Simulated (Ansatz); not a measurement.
Input of an Ansatz 0.2.0 run:

input.yaml

```yaml
crystal:
  lattice:
    - [3.0322239879, 0.0, 0.0]
    - [-1.516111994, 2.6259830035, 0.0]
    - [0.0, 0.0, 7.524137]
  atoms:
    - { symbol: Ta, position: [0.6666666667, 0.3333333333, 0.82607] }
    - { symbol: Ta, position: [0.3333333333, 0.6666666667, 0.17393] }
    - { symbol: Ta, position: [0.0, 0.0, 0.5] }
    - { symbol: "N", position: [0.0, 0.0, 0.0] }
kpoints:
  mp_grid: { grid: [10, 10, 4] }
scf:
  occupations: { method: fermi_dirac, width: 0.05 }
hamiltonian:
  xc: pbesol
  pseudopotentials: { kind: all_electron, lapw: { basis_error: 0.002 } }
output:
  forces: true
  stress: true
  eigenvalues: true
  dos: { projected: false, de: 0.2, e_range: [-14, 10] }
```

Potentials or basis: all-electron LAPW, scalar-relativistic.

Run with:

```sh
$ ansatz run input.yaml --threads 2 --pin off --max-ram 8192MiB --backend cpu --events-out ev --progress --plain --runs-dir out
```

Q: What does it give for the pressure?

A: -8.0 GPa.

Q: Estimate the band gap on the k mesh.

A: None (metal or under the smearing width).

Q: Predict the largest force.

A: 0.395 eV/Å.

Stress tensor (GPa, compression positive):
```
-8.20  0.00  0.00
 0.00 -8.20  0.00
 0.00  0.00 -7.69
```

Spin-orbit coupling is left out, which matters for the levels of Ta.
